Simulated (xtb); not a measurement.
**GFN2-xTB (inner atoms (4), outer method gfn-ff) run of CH3F2NbS (SMILES [CH3][Nb]([F])([F])=[S])**

Aim: a single-point energy of CH3F2NbS. 

Program for the calculation: xtb 6.7.1 later snapshot.

2 further runs of the same task are left out: 2 set aside as unsound or not needed.

## Step 1: The molecule

CH3F2NbS has 8 atoms, charge 0, and is taken as a singlet. As SMILES, `[CH3][Nb]([F])([F])=[S]`. Geometry: a GFN2-xTB relaxation, a rough one for these elements and not checked as a minimum.

Bond lengths: C1–Nb2 2.303 Å, Nb2–F3 1.782 Å, Nb2–F4 1.783 Å, Nb2–S5 2.226 Å, C1–H6 1.099 Å, C1–H7 1.096 Å, C1–H8 1.096 Å. Some angles: C1–Nb2–F3 94.2°, C1–Nb2–F4 94.3°, C1–Nb2–S5 93.4°, F3–Nb2–F4 152.6°, F3–Nb2–S5 102.8°, F4–Nb2–S5 102.6°, Nb2–C1–H6 108.4°, Nb2–C1–H7 109.7°, Nb2–C1–H8 109.7°, H6–C1–H7 109.8°.

## Step 2: A single-point energy at GFN2-xTB (inner atoms (4), outer method gfn-ff)

Input file coord:

```
$coord
     -1.771901700755     -0.215334291901      0.988477941269  c
      1.914859482083     -0.434429138790     -1.313813190885  nb
      3.582391608976     -2.157727083620      1.050479855418  f
      0.365643107854     -0.176160269338     -4.294289234645  f
      2.969458940453      3.550852079956     -0.475436195695  s
     -2.734528188640     -2.050409537003      0.860675763461  h
     -1.336471007119      0.211535942391      2.967455830761  h
     -2.989471140113      1.271634503783      0.216468127576  h
$end
```

The run is started by

```
$ xtb coord --oniom gfn2:gfnff 4 --grad --chrg 0 > xtb.out 2> xtb.err
```

Q: Predict the results. Wanted: total energy; largest force on an atom.

Answer, from the run:

Level: GFN2-xTB (inner atoms (4), outer method gfn-ff).

| quantity | value |
| --- | --- |
| total energy | -6.30617 Eh |
| largest force on an atom | 7.350 eV/Å |

**Reading.** The largest force is 7.35 eV/Å: too large for a shape near rest, so the state or the gradient is in doubt.
